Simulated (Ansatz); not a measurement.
# FH2IO2Zr (SMILES [OH][Zr]([OH])([F])[I]) at 6 levels

Wanted: a comparison of 6 runs (HF/STO-3G, HF/3-21G, HF/def2-SVP, wB97X/3-21G, PBE0/def2-SVP, MP2/STO-3G) of FH2IO2Zr. 

Program for the calculation: Ansatz 0.2.0.

### 1 Starting point

FH2IO2Zr: 7 atoms, total charge 0, spin state singlet. SMILES: `[OH][Zr]([OH])([F])[I]`. Geometry: relaxed at PBE0-D4/def2-TZVP.

Bond lengths: O1–Zr2 1.897 Å, Zr2–O3 1.897 Å, Zr2–F4 1.902 Å, Zr2–I5 2.747 Å, O1–H6 0.953 Å, O3–H7 0.953 Å. Angles: O1–Zr2–O3 111.1°, O1–Zr2–F4 108.6°, O1–Zr2–I5 109.2°, O3–Zr2–F4 108.6°, O3–Zr2–I5 109.2°, F4–Zr2–I5 110.1°, Zr2–O1–H6 170.6°, Zr2–O3–H7 170.3°.

### 2 Energy and gradient at HF/STO-3G (run 1)

File job.yaml:

```yaml
crystal:
  periodic: [false, false, false]
  atoms:
    - {symbol: O, position_ang: [0.259200, 1.120800, 1.237300]}
    - {symbol: Zr, position_ang: [-0.042400, -0.408100, 0.155100]}
    - {symbol: O, position_ang: [0.443300, -0.075900, -1.648800]}
    - {symbol: F, position_ang: [1.020700, -1.840200, 0.816500]}
    - {symbol: I, position_ang: [-2.704300, -1.079600, 0.263800]}
    - {symbol: H, position_ang: [0.410100, 1.968500, 1.645800]}
    - {symbol: H, position_ang: [0.674700, 0.246300, -2.515300]}
basis:
  gaussian: {orbitals: STO-3G}
hamiltonian: {xc: hf}
accuracy: high
output: {forces: true, orbitals: {seedname: orbitals}}
```

On the command line:

```console
$ ansatz run job.yaml --threads 1 --pin off --max-ram 2610MiB --events-out events.jsonl --progress --plain --runs-dir runs
```

Standard output:

```text
Warning: RAYON_NUM_THREADS=1 ignored (pool sized by the plan → 1); use --threads N
Functional definition: HF
  name "HF"
  exchange = exact_x
  correlation = 0
1268 factors; integrals over basis functions are off by at most 4.0e-8 eV
mean field evaluation 1: about -288468.5665 eV, gradient 3.4e1 eV
mean field evaluation 2: about -288468.6486 eV, gradient 3.4e1 eV
mean field evaluation 4: about -288472.6367 eV, gradient 1.9e0 eV
mean field evaluation 8: about -288472.6520 eV, gradient 1.7e-4 eV
mean field -288472.65198146 eV, -10601.1744265322 hartree, gradient 2.3e-8 eV, S^2 0.000000; 0 other end points of the search recorded, 0 dependent functions left out
the calculation of the forces begins
reference -288472.65198146 eV, -10601.1744265322 hartree; 60, 60 occupied and 11, 11 virtual orbitals, 1268 factors
Total energy: -288472.65198146 eV, -10601.1744265322 hartree
Atom 0 at     0.259200     1.120800     1.237300 Å, force    -0.620285    -3.144521    -1.808629 eV/Å
Atom 1 at    -0.042400    -0.408100     0.155100 Å, force     1.337101     1.113352    -0.377312 eV/Å
Atom 2 at     0.443300    -0.075900    -1.648800 Å, force    -0.952983    -0.983820     3.419254 eV/Å
Atom 3 at     1.020700    -1.840200     0.816500 Å, force    -0.835509     1.172493    -0.539490 eV/Å
Atom 4 at    -2.704300    -1.079600     0.263800 Å, force     0.380917     0.054064     0.001924 eV/Å
Atom 5 at     0.410100     1.968500     1.645800 Å, force     0.284513     1.288694     0.611400 eV/Å
Atom 6 at     0.674700     0.246300    -2.515300 Å, force     0.406245     0.499738    -1.307148 eV/Å
Dipole moment:     0.659992     0.590955    -0.201783 e Å
```

Run time: 6.9 s. Hardware: 1 thread of Arm Neoverse V2, shared host; peak memory 0.24 GiB.

### 3 Energy and gradient at HF/3-21G (run 2)

File molecule.yaml:

```yaml
crystal:
  periodic: [false, false, false]
  atoms:
    - {symbol: O, position_ang: [0.259200, 1.120800, 1.237300]}
    - {symbol: Zr, position_ang: [-0.042400, -0.408100, 0.155100]}
    - {symbol: O, position_ang: [0.443300, -0.075900, -1.648800]}
    - {symbol: F, position_ang: [1.020700, -1.840200, 0.816500]}
    - {symbol: I, position_ang: [-2.704300, -1.079600, 0.263800]}
    - {symbol: H, position_ang: [0.410100, 1.968500, 1.645800]}
    - {symbol: H, position_ang: [0.674700, 0.246300, -2.515300]}
basis:
  gaussian:
    orbitals: 3-21G-spherical.json
hamiltonian:
  xc: hf
accuracy: high
output: {forces: true, orbitals: {seedname: orbitals}}
```

The basis set 3-21G is read from a file made from the Basis Set Exchange's data (not shown).

On the command line:

```console
$ ansatz run molecule.yaml --threads 1 --pin off --max-ram 2610MiB --events-out events.jsonl --progress --plain --runs-dir runs
```

Standard output, cut to the lines that bear on the results:

```text
Warning: RAYON_NUM_THREADS=1 ignored (pool sized by the plan → 1); use --threads N
[... 2 set-up lines as earlier in the session ...]
[...]
2031 factors; integrals over basis functions are off by at most 1.4e-8 eV
[...]
mean field -290036.45147314 eV, -10658.6429978703 hartree, gradient 2.2e-8 eV, S^2 0.000000; 0 other end points of the search recorded, 0 dependent functions left out
[...]
reference -290036.45147314 eV, -10658.6429978703 hartree; 60, 60 occupied and 38, 38 virtual orbitals, 2031 factors
Total energy: -290036.45147314 eV, -10658.6429978703 hartree
Atom 0 at     0.259200     1.120800     1.237300 Å, force    -0.170896    -0.803094    -0.683410 eV/Å
Atom 1 at    -0.042400    -0.408100     0.155100 Å, force     2.030910     0.617701    -0.130575 eV/Å
Atom 2 at     0.443300    -0.075900    -1.648800 Å, force    -0.282101    -0.092707     1.032836 eV/Å
Atom 3 at     1.020700    -1.840200     0.816500 Å, force    -0.397800     0.554201    -0.254790 eV/Å
Atom 4 at    -2.704300    -1.079600     0.263800 Å, force    -1.295667    -0.344486     0.060350 eV/Å
Atom 5 at     0.410100     1.968500     1.645800 Å, force     0.047579     0.096989     0.140267 eV/Å
Atom 6 at     0.674700     0.246300    -2.515300 Å, force     0.067975    -0.028604    -0.164678 eV/Å
Dipole moment:     0.611769     0.855672    -0.314075 e Å
```

Wall time 11 s (1 thread of Arm Neoverse V2, shared host); peak memory 0.43 GiB.

Runs 3 to 5 aren't shown in full; the table further down has their settings and results.

### 4 Energy and gradient at MP2/STO-3G (run 6)

File input.yaml:

```yaml
crystal:
  periodic: [false, false, false]
  atoms:
    - {symbol: O, position_ang: [0.259200, 1.120800, 1.237300]}
    - {symbol: Zr, position_ang: [-0.042400, -0.408100, 0.155100]}
    - {symbol: O, position_ang: [0.443300, -0.075900, -1.648800]}
    - {symbol: F, position_ang: [1.020700, -1.840200, 0.816500]}
    - {symbol: I, position_ang: [-2.704300, -1.079600, 0.263800]}
    - {symbol: H, position_ang: [0.410100, 1.968500, 1.645800]}
    - {symbol: H, position_ang: [0.674700, 0.246300, -2.515300]}
basis:
  gaussian:
    orbitals: STO-3G
correlation:
  method: mp2
  frozen_orbitals: {F: 1, H: 0, I: 18, O: 1, Zr: 14}
accuracy: high
output:
  forces: true
  orbitals: {seedname: orbitals}
```

On the command line:

```console
$ ansatz run input.yaml --threads 1 --pin off --max-ram 2610MiB --events-out events.jsonl --progress --plain --runs-dir runs
```

Standard output, cut to the lines that bear on the results:

```text
Warning: RAYON_NUM_THREADS=1 ignored (pool sized by the plan → 1); use --threads N
[... 2 set-up lines as earlier in the session ...]
[...]
1268 factors; integrals over basis functions are off by at most 4.0e-8 eV
[...]
mean field -288472.65198146 eV, -10601.1744265322 hartree, gradient 2.3e-8 eV, S^2 0.000000; 0 other end points of the search recorded, 0 dependent functions left out
35 core orbitals not correlated: weight in the atoms' cores, before any rotation towards them, 0.999 or more for the frozen orbitals, at most 0.000 for the correlated occupied ones
reference -288472.65198146 eV, -10601.1744265322 hartree; 25, 25 occupied and 11, 11 virtual orbitals, 1268 factors
second order -6.32556353 eV of doubles, -0.00000000 eV of singles
[...]
Total energy: -288478.97754499 eV, -10601.4068867043 hartree
Atom 0 at     0.259200     1.120800     1.237300 Å, force    -0.882283    -4.364433    -2.282412 eV/Å
Atom 1 at    -0.042400    -0.408100     0.155100 Å, force     1.121477     1.179168    -0.418296 eV/Å
Atom 2 at     0.443300    -0.075900    -1.648800 Å, force    -1.317818    -1.530859     4.581430 eV/Å
Atom 3 at     1.020700    -1.840200     0.816500 Å, force    -0.650786     0.935486    -0.429731 eV/Å
Atom 4 at    -2.704300    -1.079600     0.263800 Å, force     0.347967     0.043258     0.004285 eV/Å
Atom 5 at     0.410100     1.968500     1.645800 Å, force     0.563525     2.696310     1.282368 eV/Å
Atom 6 at     0.674700     0.246300    -2.515300 Å, force     0.817917     1.041071    -2.737644 eV/Å
Dipole moment:     0.798566     0.622205    -0.205961 e Å
```

It took 11 s on 1 thread of Arm Neoverse V2, shared host; peak memory 0.27 GiB.

### 5 The series

| run | level | core potential | frozen core orbitals | energy (Eh) | dipole moment (D) | HOMO energy (eV) | LUMO energy (eV) | wall time |
| --- | --- | --- | --- | --- | --- | --- | --- | --- |
| 1 | HF/STO-3G | none | – | -10601.174427 | 4.36 | -6.91 | 6.99 | 6.9 s |
| 2 | HF/3-21G | none | – | -10658.642998 | 5.27 | -9.82 | 1.28 | 11 s |
| 3 | HF/def2-SVP (core potential) | def2-SVP | – | -593.608804 | 4.33 | -10.03 | 1.66 | 10 s |
| 4 | wB97X/3-21G | none | – | -10664.621623 | 5.40 | -9.32 | 1.04 | 94 s |
| 5 | PBE0/def2-SVP (core potential) | def2-SVP | – | -596.090575 | 4.19 | -7.48 | -0.87 | 25 s |
| 6 | MP2/STO-3G | none | 35 | -10601.406887 | 4.96 | -6.91 | 6.99 | 11 s |

### 6 Outcome

```
                                           quantity            value
                                run 6: total energy  -10601.40689 Eh
          run 6: dipole moment (correlated density)           4.96 D
         run 6: HOMO energy (Hartree–Fock orbitals)         -6.91 eV
         run 6: LUMO energy (Hartree–Fock orbitals)          6.99 eV
       run 6: HOMO–LUMO gap (Hartree–Fock orbitals)         13.90 eV
run 6: correlation energy (35 core orbitals frozen)       -232.5 mEh
                    run 6: largest force on an atom       5.007 eV/Å
```

The dipole moment runs from 4.19 D (PBE0/def2-SVP) to 5.40 D (wB97X/3-21G). Basis or surroundings differ between these two runs. Among the runs that give it from their own density at one geometry, the HOMO–LUMO gap runs from 6.61 eV (PBE0/def2-SVP) to 13.90 eV (HF/STO-3G). Totals of different functionals can't be ranked against each other. All runs together took 2.6 min, the longest 94 s.
